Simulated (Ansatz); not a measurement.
# Ti3C2: the cost of one run

Computed with Ansatz 0.2.0 (DFT r2SCAN, scalar-relativistic, plane waves, PAW, unless a step's input says otherwise).

1 further run of the same task is left out (it didn't finish).

### Step 1. The starting structure

The structure is trigonal, space group P-3m1 (No. 164). The conventional cell has a = 3.563 Å, b = 3.563 Å, c = 5.543 Å, α = 90.00°, β = 90.00°, γ = 120.00°. Ti (site symmetry -3m) has 6 C at 2.46 Å as nearest neighbours. Ti (site symmetry 3m) has 4 C at 2.15 to 2.22 Å as nearest neighbours. C (site symmetry 3m) is surrounded by 7 Ti at 2.15 to 2.46 Å.

As a file:

```cif
data_structure
_symmetry_space_group_name_H-M 'P 1'
_symmetry_Int_Tables_number 1
_cell_length_a 3.5627
_cell_length_b 3.5627
_cell_length_c 5.5431
_cell_angle_alpha 90.000
_cell_angle_beta 90.000
_cell_angle_gamma 120.000
_cell_volume 60.93
loop_
_atom_site_label
_atom_site_type_symbol
_atom_site_fract_x
_atom_site_fract_y
_atom_site_fract_z
_atom_site_occupancy
Ti1 Ti 0.00000 0.00000 0.00000 1
Ti2 Ti 0.33333 0.66667 0.64500 1
Ti3 Ti 0.66667 0.33333 0.35500 1
C1 C 0.33333 0.66667 0.24500 1
C2 C 0.66667 0.33333 0.75500 1
```

(A quick probe on a coarse mesh, which set the mesh and smearing, is not shown.)

### Step 3. Coarse relaxation

The input, input.yaml:

```yaml
crystal:
  lattice:
    - [3.5627486389, 0.0, 0.0]
    - [-1.7813743194, 3.0854308286, 0.0]
    - [0.0, 0.0, 5.5430581615]
  atoms:
    - { symbol: Ti, position: [0.0, 0.0, 0.0] }
    - { symbol: Ti, position: [0.3333333333, 0.6666666667, 0.645] }
    - { symbol: Ti, position: [0.6666666667, 0.3333333333, 0.355] }
    - { symbol: C, position: [0.3333333333, 0.6666666667, 0.245] }
    - { symbol: C, position: [0.6666666667, 0.3333333333, 0.755] }
basis:
  ecutwfc: 500
kpoints:
  mp_grid: { grid: [6, 6, 4] }
hamiltonian:
  xc: r2scan
scf:
  occupations: { method: gaussian, width: 0.1 }
  lower_state_search: "off"
output:
  forces: true
  stress: true
  eigenvalues: true
relax:
  adjacent_minimum: "off"
  f_tol: 0.04
  max_steps: 70
  cell: { stress_tol: 0.4 }
```

The run is started by

```console
$ ansatz run input.yaml --threads 1 --pin off --max-ram 2560MiB --backend cpu --events-out ev --progress --plain --runs-dir out
```

**Question.** How long does this run take on 1 thread of Intel Xeon 6975P-C (Granite Rapids), shared host, and how much memory does it need?

About 48 s, with a peak of 0.56 GiB.
